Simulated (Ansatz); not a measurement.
# C₅H₁₄OSi: vertical ionisation energy

One table from this session's results is given with a row withheld; the runs are named, their logs left out.

Program: Ansatz 0.2.0, Gaussian basis. Level of theory: unrestricted cation, the program's frozen cores in correlated methods. These are calculated values, not measurements.

The runs, in order: UKS PBE-D4/def2-TZVPP; UKS r2SCAN-D4/def2-TZVPP; UKS PBE0-D4/def2-TZVPP; UKS B3LYP-D4/def2-TZVPP; UKS wB97X-V/def2-TZVPP; UKS wB97M-V/def2-TZVPP; UKS B2PLYP/def2-TZVPP; UHF-MP2/def2-TZVPP; UHF-MP2/def2-QZVPP; then −ε(HOMO) from the neutral's earlier runs with LDA (SPW92), PBE-D4, revPBE-D4, BLYP-D4, r2SCAN-D4, B97M-V, PBE0-D4, B3LYP-D4, r2SCANh-D4, r2SCAN0-D4, HSE06-D4, BHLYP-D4, CAM-B3LYP-D4, LC-ωPBE, ωB97X-V, ωB97M-V.

1 further run of the same task is left out (it didn't finish). Runs told in other sessions of the task aren't counted.

### The geometry

All runs share one geometry, relaxed beforehand with PBE0-D4 in a triple-zeta def2 set.

21 atoms, charge 0, spin multiplicity 1.

Atoms are counted from 1 here; the program's logs count them from 0.

Bond lengths: C1–C2 1.509 Å, C1–H8 1.093 Å, C1–H9 1.092 Å, C1–H10 1.092 Å, C2–O3 1.408 Å, C2–H11 1.099 Å, C2–H12 1.099 Å, O3–Si4 1.655 Å, Si4–C5 1.861 Å, Si4–C6 1.871 Å, Si4–C7 1.871 Å, C5–H13 1.093 Å, C5–H14 1.093 Å, C5–H15 1.093 Å, C6–H16 1.094 Å, C6–H17 1.093 Å, C6–H18 1.093 Å, C7–H19 1.094 Å and more. Angles: C2–C1–H8 110.6°, C2–C1–H9 110.4°, C2–C1–H10 110.4°, H8–C1–H9 108.6°, H8–C1–H10 108.6°, H9–C1–H10 108.2°, C1–C2–O3 109.4°, C1–C2–H11 109.9°, C1–C2–H12 109.9°, O3–C2–H11 110.3°, O3–C2–H12 110.2°, H11–C2–H12 107.1°, C2–O3–Si4 124.3°, O3–Si4–C5 105.1°, O3–Si4–C6 110.2°, O3–Si4–C7 110.2°, C5–Si4–C6 111.0°, C5–Si4–C7 111.0° and more.

The first run:

File in.yaml:

```yaml
crystal:
  periodic: [false, false, false]
  atoms:
    - {symbol: C, position_ang: [0.874888, -2.721209, -1.256028]}
    - {symbol: C, position_ang: [0.645814, -1.700890, -0.167712]}
    - {symbol: O, position_ang: [0.060105, -0.546648, -0.723066]}
    - {symbol: Si, position_ang: [-0.316980, 0.814335, 0.139215]}
    - {symbol: C, position_ang: [-1.063750, 1.982154, -1.103000]}
    - {symbol: C, position_ang: [-1.540062, 0.402190, 1.493677]}
    - {symbol: C, position_ang: [1.228230, 1.543733, 0.901287]}
    - {symbol: H, position_ang: [1.327772, -3.626711, -0.844610]}
    - {symbol: H, position_ang: [-0.070641, -2.990551, -1.731001]}
    - {symbol: H, position_ang: [1.539262, -2.317998, -2.022972]}
    - {symbol: H, position_ang: [1.600492, -1.449676, 0.315476]}
    - {symbol: H, position_ang: [-0.007574, -2.122808, 0.608721]}
    - {symbol: H, position_ang: [-1.349669, 2.926442, -0.631905]}
    - {symbol: H, position_ang: [-1.956756, 1.546542, -1.557686]}
    - {symbol: H, position_ang: [-0.353176, 2.204332, -1.902814]}
    - {symbol: H, position_ang: [-1.835208, 1.305557, 2.035103]}
    - {symbol: H, position_ang: [-1.117074, -0.292868, 2.224132]}
    - {symbol: H, position_ang: [-2.444952, -0.051645, 1.081191]}
    - {symbol: H, position_ang: [0.996056, 2.472492, 1.430277]}
    - {symbol: H, position_ang: [1.973661, 1.772043, 0.135054]}
    - {symbol: H, position_ang: [1.685161, 0.861983, 1.623761]}
basis:
  gaussian: {orbitals: def2-TZVPP}
total_charge: 1
magnetization: {spin_polarized: true, initial_magnetization: 1}
hamiltonian: {xc: pbe, dispersion: d4}
```

Command:

```bash
ansatz run in.yaml --threads 2 --pin off --events-out ev --progress --plain --max-ram 32768MiB --backend cuda --devices 0, --max-vram 18GiB
```

Steps of the session up to this table: Cation, UKS PBE-D4/def2-TZVPP; Cation, UKS r2SCAN-D4/def2-TZVPP; Cation, UKS PBE0-D4/def2-TZVPP; Cation, UKS B3LYP-D4/def2-TZVPP; Cation, UKS wB97X-V/def2-TZVPP; Cation, UKS wB97M-V/def2-TZVPP; Cation, UKS B2PLYP (frozen core)/def2-TZVPP; Cation, UHF-MP2/def2-TZVPP; Cation, UHF-MP2/def2-QZVPP.

One table of the session follows, with a row left open; its other results are not shown here.

Orbital estimates, from the neutral's runs:

```
  functional  −ε(HOMO) (eV)
 LDA (SPW92)           6.20
      PBE-D4           6.08
   revPBE-D4           6.02
     BLYP-D4           6.01
   r2SCAN-D4           6.39
      B97M-V           6.52
     PBE0-D4           7.55
    B3LYP-D4           7.35
  r2SCANh-D4           6.94
  r2SCAN0-D4           7.77
    HSE06-D4           7.15
    BHLYP-D4           8.98
CAM-B3LYP-D4           9.00
     LC-ωPBE          10.29
     ωB97X-V              ?
     ωB97M-V           9.91
```

Q: Estimate the row for ωB97X-V from the others.

The run gave: −ε(HOMO) (eV): 9.99. In the column «−ε(HOMO) (eV)» it lies between ωB97M-V (9.91) and LC-ωPBE (10.29).
